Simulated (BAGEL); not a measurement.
# HF/6-31G(d) (density fitting with qzvpp-jkfit, spherical functions) run of BAsNH5 (SMILES NB[AsH2])

Aim: the vertical electron affinity of BAsNH5 at HF/6-31G* (density fitting with qzvpp-jkfit, spherical functions), from 2 runs. 

Program for the calculation: BAGEL 1.2.2.

6 further runs of the same task are left out: 4 that didn't finish, 2 set aside as unsound or not needed.

### 1 The structure to begin with

The species is BAsNH5 (8 atoms), meant as a singlet with charge 0. As SMILES, `NB[AsH2]`. The shape comes from GFN2-xTB, which is rough for such elements, and wasn't checked as a minimum. This is one conformer, not always the lowest.

Bond lengths: N1–B2 1.380 Å, B2–As3 2.038 Å, N1–H4 1.008 Å, N1–H5 1.008 Å, B2–H6 1.176 Å, As3–H7 1.507 Å, As3–H8 1.504 Å. Angles: N1–B2–As3 119.5°, N1–B2–H6 117.2°, As3–B2–H6 123.3°, B2–N1–H4 123.7°, B2–N1–H5 124.2°, B2–As3–H7 91.7°, B2–As3–H8 94.5°, H4–N1–H5 112.1°, H7–As3–H8 88.6°.

### 2 The energy at HF/6-31G(d) (density fitting with qzvpp-jkfit, spherical functions)

input.json

```json
{ "bagel" : [

{
  "title" : "molecule",
  "basis" : "6-31gs.json",
  "df_basis" : "qzvpp-jkfit",
  "angstrom" : true,
  "geometry" : [
    { "atom" : "N", "xyz" : [      -1.089390,       0.754930,      -0.590610 ] },
    { "atom" : "B", "xyz" : [       0.090560,       0.448100,       0.056340 ] },
    { "atom" : "As", "xyz" : [       0.888460,      -1.416800,      -0.142600 ] },
    { "atom" : "H", "xyz" : [      -1.584630,       0.110720,      -1.187870 ] },
    { "atom" : "H", "xyz" : [      -1.556640,       1.645300,      -0.523900 ] },
    { "atom" : "H", "xyz" : [       0.578060,       1.292870,       0.713830 ] },
    { "atom" : "H", "xyz" : [       0.447130,      -1.801180,       1.245830 ] },
    { "atom" : "H", "xyz" : [       2.226450,      -1.033950,       0.428990 ] }
  ]
},

{ "title" : "hf" },

{ "title" : "print", "file" : "orbitals.molden", "orbitals" : true }

]}
```

The basis set 6-31G* is read from a file made from the Basis Set Exchange's data (not shown).

Started as:

```console
BAGEL_NUM_THREADS=1 BAGEL input.json > input.out
```

What it wrote:

```text
* using 1 threads per process

  ===============================================================
  ===============================================================

  *** Geometry ***

  { "atom" : "N", "xyz" : [     -2.058649,      1.426611,     -1.116091 ] },
  { "atom" : "B", "xyz" : [      0.171134,      0.846786,      0.106467 ] },
  { "atom" : "As", "xyz" : [      1.678946,     -2.677364,     -0.269475 ] },
  { "atom" : "H", "xyz" : [     -2.994517,      0.209230,     -2.244749 ] },
  { "atom" : "H", "xyz" : [     -2.941623,      3.109166,     -0.990028 ] },
  { "atom" : "H", "xyz" : [      1.092375,      2.443170,      1.348943 ] },
  { "atom" : "H", "xyz" : [      0.844953,     -3.403737,      2.354277 ] },
  { "atom" : "H", "xyz" : [      4.207381,     -1.953882,      0.810674 ] },

  Number of auxiliary basis functions:      508

  Since a DF basis is specified, we compute 2- and 3-index integrals:
    o Being stored without compression. Storage requirement is 0.020 GB

  Number of basis functions:       70
  Number of electrons      :       50

    * METHOD: MOLECULE                             0.19

  *** RHF ***

  === Nuclear Repulsion ===
   156.4348309839

      * DIIS with orbital gradients will be used.

  === RHF iteration (6-31gs.json) ===
      0      -2315.82617253          0.01963631           0.05
      1      -2315.93472630          0.01025467           0.04
      2      -2315.96871184          0.00165423           0.04
      3      -2315.97020238          0.00033600           0.05
      4      -2315.97026193          0.00008818           0.04
      5      -2315.97026954          0.00002825           0.04
      6      -2315.97027020          0.00001157           0.04
      7      -2315.97027030          0.00000274           0.05
      8      -2315.97027031          0.00000077           0.04
      9      -2315.97027031          0.00000030           0.04
     10      -2315.97027031          0.00000011           0.04
     11      -2315.97027031          0.00000004           0.05
     12      -2315.97027031          0.00000001           0.07
     13      -2315.97027031          0.00000000           0.07
    * SCF iteration converged.

    * Permanent dipole moment:
           (    0.736606,    -0.625935,     0.161507) a.u.

    * METHOD: HF                                   0.83

    * METHOD: PRINT                                0.01

  ===============================================================
```

Wall time 1.2 s (1 thread of Intel Xeon 6975P-C (Granite Rapids), shared host); peak memory 0.11 GiB.

### 3 The doublet anion at the same level

hf.json

```json
{ "bagel" : [

{
  "title" : "molecule",
  "basis" : "6-31gs.json",
  "df_basis" : "qzvpp-jkfit",
  "angstrom" : "true",
  "geometry" : [
    { "atom" : "N", "xyz" : [   -1.089390,    0.754930,   -0.590610 ] },
    { "atom" : "B", "xyz" : [    0.090560,    0.448100,    0.056340 ] },
    { "atom" : "As", "xyz" : [    0.888460,   -1.416800,   -0.142600 ] },
    { "atom" : "H", "xyz" : [   -1.584630,    0.110720,   -1.187870 ] },
    { "atom" : "H", "xyz" : [   -1.556640,    1.645300,   -0.523900 ] },
    { "atom" : "H", "xyz" : [    0.578060,    1.292870,    0.713830 ] },
    { "atom" : "H", "xyz" : [    0.447130,   -1.801180,    1.245830 ] },
    { "atom" : "H", "xyz" : [    2.226450,   -1.033950,    0.428990 ] }
  ]
},
{
  "title" : "uhf",
  "charge" : -1,
  "nopen" : 1
},
{
  "title" : "print",
  "file" : "orbitals.molden",
  "orbitals" : "true"
}

]}
```

The basis set 6-31G* is read from a file made from the Basis Set Exchange's data (not shown).

Started as:

```console
BAGEL_NUM_THREADS=1 BAGEL hf.json > hf.out
```

What it wrote:

```text
* using 1 threads per process

  ===============================================================
  ===============================================================

  *** Geometry ***

  { "atom" : "N", "xyz" : [     -2.058649,      1.426611,     -1.116091 ] },
  { "atom" : "B", "xyz" : [      0.171134,      0.846786,      0.106467 ] },
  { "atom" : "As", "xyz" : [      1.678946,     -2.677364,     -0.269475 ] },
  { "atom" : "H", "xyz" : [     -2.994517,      0.209230,     -2.244749 ] },
  { "atom" : "H", "xyz" : [     -2.941623,      3.109166,     -0.990028 ] },
  { "atom" : "H", "xyz" : [      1.092375,      2.443170,      1.348943 ] },
  { "atom" : "H", "xyz" : [      0.844953,     -3.403737,      2.354277 ] },
  { "atom" : "H", "xyz" : [      4.207381,     -1.953882,      0.810674 ] },

  Number of auxiliary basis functions:      508

  Since a DF basis is specified, we compute 2- and 3-index integrals:
    o Being stored without compression. Storage requirement is 0.020 GB

  Number of basis functions:       70
  Number of electrons      :       50

    * METHOD: MOLECULE                             0.19

  *** Open-shell HF ***

  === Nuclear Repulsion ===
   156.4348309839

      * DIIS with orbital gradients will be used.

  === UHF iteration (6-31gs.json) ===
      0      -2315.62989543          0.04750280           0.12
      1      -2315.79420847          0.02593800           0.09
      2      -2315.83841594          0.01513120           0.10
      3      -2315.85864186          0.00104313           0.10
      4      -2315.85903894          0.00040075           0.10
      5      -2315.85911214          0.00013895           0.09
      6      -2315.85916467          0.00010506           0.09
      7      -2315.85919099          0.00007801           0.09
      8      -2315.85921957          0.00004009           0.09
      9      -2315.85922485          0.00001759           0.09
     10      -2315.85922544          0.00000717           0.09
     11      -2315.85922600          0.00000495           0.09
     12      -2315.85922625          0.00000270           0.09
     13      -2315.85922634          0.00000167           0.09
     14      -2315.85922635          0.00000072           0.09
     15      -2315.85922635          0.00000033           0.09
     16      -2315.85922635          0.00000016           0.09
     17      -2315.85922635          0.00000011           0.09
     18      -2315.85922635          0.00000008           0.11
     19      -2315.85922635          0.00000004           0.10
     20      -2315.85922635          0.00000002           0.13
     21      -2315.85922635          0.00000001           0.09
     22      -2315.85922635          0.00000001           0.10
    * SCF iteration converged.

    * S^2 (UHF) is 0.7674

    * Permanent dipole moment:
           (    0.370443,     0.564422,     0.390968) a.u.

    * METHOD: UHF                                  2.35

    * METHOD: PRINT                                0.01

  ===============================================================
```

Wall time 2.7 s (1 thread of Intel Xeon 6975P-C (Granite Rapids), shared host); peak memory 0.11 GiB.

### 4 Results

At HF/6-31G* (density fitting with qzvpp-jkfit, spherical functions):

| quantity | value |
| --- | --- |
| singlet BAsNH5: total energy | -2315.97027 Eh |
| singlet BAsNH5: dipole moment | 2.49 D |
| singlet BAsNH5: HOMO energy | -9.33 eV |
| singlet BAsNH5: LUMO energy | 3.73 eV |
| singlet BAsNH5: HOMO–LUMO gap | 13.06 eV |
| doublet anion: total energy | -2315.85923 Eh |
| doublet anion: ⟨S²⟩ | 0.767 |
| vertical electron affinity (to the doublet anion) | -3.022 eV |

In words: The anion lies 3.02 eV (292 kJ/mol) above the neutral: the electron isn't bound at this level, and such a value depends on the basis. Without diffuse functions anions come out too high. Hartree–Fock misses the correlation that binds many anions.
